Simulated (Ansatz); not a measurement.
**BH3SSeSi: a ladder of functionals and wavefunction methods**

The task here is to estimate one member of a computed series from the others.

Computed with Ansatz 0.2.0, Gaussian basis. Level: functionals in def2-TZVPP, the program's frozen cores in correlated methods.

Levels to be run: LDA (SPW92), PBE-D4, revPBE-D4, BLYP-D4, r2SCAN-D4, B97M-V, PBE0-D4, B3LYP-D4, r2SCANh-D4, r2SCAN0-D4, HSE06-D4, BHLYP-D4, CAM-B3LYP-D4, LC-ωPBE, ωB97X-V, ωB97M-V, B2PLYP, PBE-QIDH; CCSD(T)/def2-SVP; CCSD(T)/def2-TZVPP; MP2/def2-QZVPP; extrapolation to the limit; RPA on PBE.

### Structure used throughout

An earlier PBE0-D4 in a triple-zeta def2 set relaxation fixed the geometry.

SMILES `[SeH][SiH]1BS1`, 7 atoms, charge 0, spin multiplicity 1.

Atoms are counted from 1 here; the program's logs count them from 0.

Bond lengths: Se1–Si2 2.262 Å, Se1–H5 1.470 Å, Si2–B3 1.926 Å, Si2–S4 2.172 Å, Si2–H6 1.479 Å, B3–S4 1.767 Å, B3–H7 1.184 Å. Angles: Si2–Se1–H5 93.1°, Se1–Si2–B3 122.9°, Se1–Si2–S4 118.6°, Se1–Si2–H6 110.7°, B3–Si2–S4 50.6°, B3–Si2–H6 125.2°, S4–Si2–H6 112.6°, Si2–B3–S4 71.9°, Si2–B3–H7 154.9°, S4–B3–H7 133.1°, Si2–S4–B3 57.4°.

Set-up of the first run:

The input, in.yaml:

```yaml
crystal:
  periodic: [false, false, false]
  atoms:
    - {symbol: Se, position_ang: [-1.418725, 1.326576, -1.082996]}
    - {symbol: Si, position_ang: [0.307995, 0.255533, -0.088094]}
    - {symbol: B, position_ang: [0.083889, -0.889087, 1.444846]}
    - {symbol: S, position_ang: [0.265624, -1.913847, 0.017212]}
    - {symbol: H, position_ang: [-0.687763, 1.500607, -2.346088]}
    - {symbol: H, position_ang: [1.601400, 0.775430, -0.583048]}
    - {symbol: H, position_ang: [-0.091120, -1.123314, 2.592466]}
basis:
  gaussian: {orbitals: def2-TZVPP}
hamiltonian: {xc: lda}
output: {orbitals: {seedname: orbitals}}
```

Run with:

```console
$ ansatz run in.yaml --threads 2 --pin off --events-out ev --progress --plain --max-ram 4352MiB
```

Among the steps run: LDA; PBE-D4 (GGA); revPBE-D4 (GGA); BLYP-D4 (GGA); r2SCAN-D4 (meta-GGA); B97M-V (meta-GGA); B3LYP-D4 (hybrid); r2SCANh-D4 (hybrid); r2SCAN0-D4 (hybrid); HSE06-D4 (hybrid); BHLYP-D4 (hybrid); CAM-B3LYP-D4 (range-separated); LC-ωPBE (range-separated); ωB97X-V (range-separated); ωB97M-V (range-separated); B2PLYP (double hybrid); PBE-QIDH (double hybrid).

One of the session's tables, all rows but one given; the rest of the session is left out.

It belongs to the step «Frontier levels by functional». 

| functional | HOMO (eV) | LUMO (eV) | gap (eV) |
| --- | --- | --- | --- |
| LDA (SPW92) | -6.11 | -3.12 | 2.99 |
| PBE-D4 | -5.97 | -2.90 | 3.07 |
| revPBE-D4 | -5.93 | -2.81 | 3.11 |
| BLYP-D4 | -5.80 | -2.69 | 3.11 |
| r2SCAN-D4 | -6.21 | -2.70 | 3.51 |
| B97M-V | -6.25 | -2.67 | 3.59 |
| PBE0-D4 | -7.04 | -2.00 | 5.04 |
| B3LYP-D4 | -6.82 | -2.14 | 4.67 |
| r2SCANh-D4 | ? | ? | ? |
| r2SCAN0-D4 | -7.19 | -1.89 | 5.30 |
| HSE06-D4 | -6.65 | -2.38 | 4.27 |
| BHLYP-D4 | -7.96 | -0.94 | 7.02 |
| CAM-B3LYP-D4 | -8.26 | -0.84 | 7.42 |
| LC-ωPBE | -9.57 | 0.22 | 9.79 |
| ωB97X-V | -9.23 | 0.16 | 9.39 |
| ωB97M-V | -9.06 | 0.00 | 9.07 |

**Question.** Estimate the row for r2SCANh-D4.

Worked estimate for «HOMO (eV)». Against the share of exact exchange, r2SCAN-D4 (0, -6.21), r2SCAN0-D4 (0.25, -7.19) give a slope of -3.92 per unit share; at 0.1 the line stands at -6.60.

**Answer.** HOMO (eV): -6.60; LUMO (eV): -2.37; gap (eV): 4.23. In «HOMO (eV)» the line misses by 0.00.
